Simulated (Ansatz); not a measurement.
This script makes a comparison of functionals at one structure of Ag3Au, space group Pm-3m with Ansatz 0.2.0 through its Python package.

Script `xc_ag3au.py`:
```python
"""Functional comparison for Ag3Au (totals differ with the potentials too)."""

import logging
import sys

import ansatz as az
import numpy as np

logging.basicConfig(stream=sys.stdout, format="%(levelname)s %(message)s")
log = logging.getLogger("ag3au")
log.setLevel(logging.INFO)


def main() -> None:
    vectors = np.array([
        [4.11109, 0.0, 0.0],
        [0.0, 4.11109, 0.0],
        [0.0, 0.0, 4.11109],
    ])
    crystal = (
        az.Lattice.of(vectors)
        .atom("Ag", (0.5, 0.0, 0.5))
        .atom("Ag", (0.0, 0.5, 0.5))
        .atom("Ag", (0.5, 0.5, 0.0))
        .atom("Au", (0.0, 0.0, 0.0))
    )

    calc = (
        crystal.calculation()
        .occupations("fermi_dirac", width=0.2)
        .basis(16 * az.Ha)
        .scf(tolerance=1e-07, max_iterations=200, lower_state_search="light")
        .kpoints(3, shift=0.5)
        .stress()
    )

    rows = []
    for value in ["lda", "blyp", "pbesol"]:
        report = calc.functional(value).run(threads=1).report
        rows.append((value, report["free_energy_ev"] / len(report["lattice"]["sites"]), report["n_iterations"], sum(report["stress_gpa"][i][i] for i in range(3)) / 3, report["n_kpoints"]))

    log.info("  functional   F/atom (eV)    iterations       P (GPa)      k-points")
    for row in rows:
        log.info(f"{str(row[0]):>12s}  {row[1]:12.5f}  {row[2]:12d}  {row[3]:12.3f}  {row[4]:12d}")


if __name__ == "__main__":
    main()
```

Which functional puts this cell under the lowest pressure, and which under the highest?

From lowest to highest: LDA (-9.5 GPa), PBEsol (-4.9 GPa) and BLYP (10.8 GPa). At a fixed cell a lower pressure usually means a smaller equilibrium volume, so LDA prefers the smallest cell and BLYP the largest.

The output:

```console
$ python xc_ag3au.py
DeckWarning: output.stress: scf.convergence.dr2_threshold = 1e-7 eV (the SCF's general default) is looser than the 4e-10 eV advised for a printed stress (1e-10 eV for each atom of the cell: 4). What [...]
INFO   functional   F/atom (eV)    iterations       P (GPa)      k-points
INFO          lda   -8809.87485             7        -9.464             4
INFO         blyp   -8998.31879             8        10.757             4
INFO       pbesol   -8893.51150             7        -4.903             4
```
(Warnings from the package without file and line, shortened.)

BLYP can be off by several per cent in the lattices of metals, and by several GPa in the pressure at a fixed cell. For a metal this mesh is far too coarse, so the numbers only illustrate the procedure. The smearing is wide enough that free energy and stress hold a thermal part of the electrons. Pressure is positive in compression. Spin-orbit coupling, which matters for elements this heavy, is left out. This cell is a computed structure, which may not be the phase found in nature. Total energies of different functionals can't be compared; pressures, moments and gaps at this one structure can. Wall time of the script: 4.1 s on 1 thread of Intel(R) Xeon(R) Platinum 8259CL CPU @ 2.50GHz (Skylake/Cascade Lake), on a shared host, peak memory 0.41 GiB.

(Lines on the test bed's own set-up are left out of the output.)
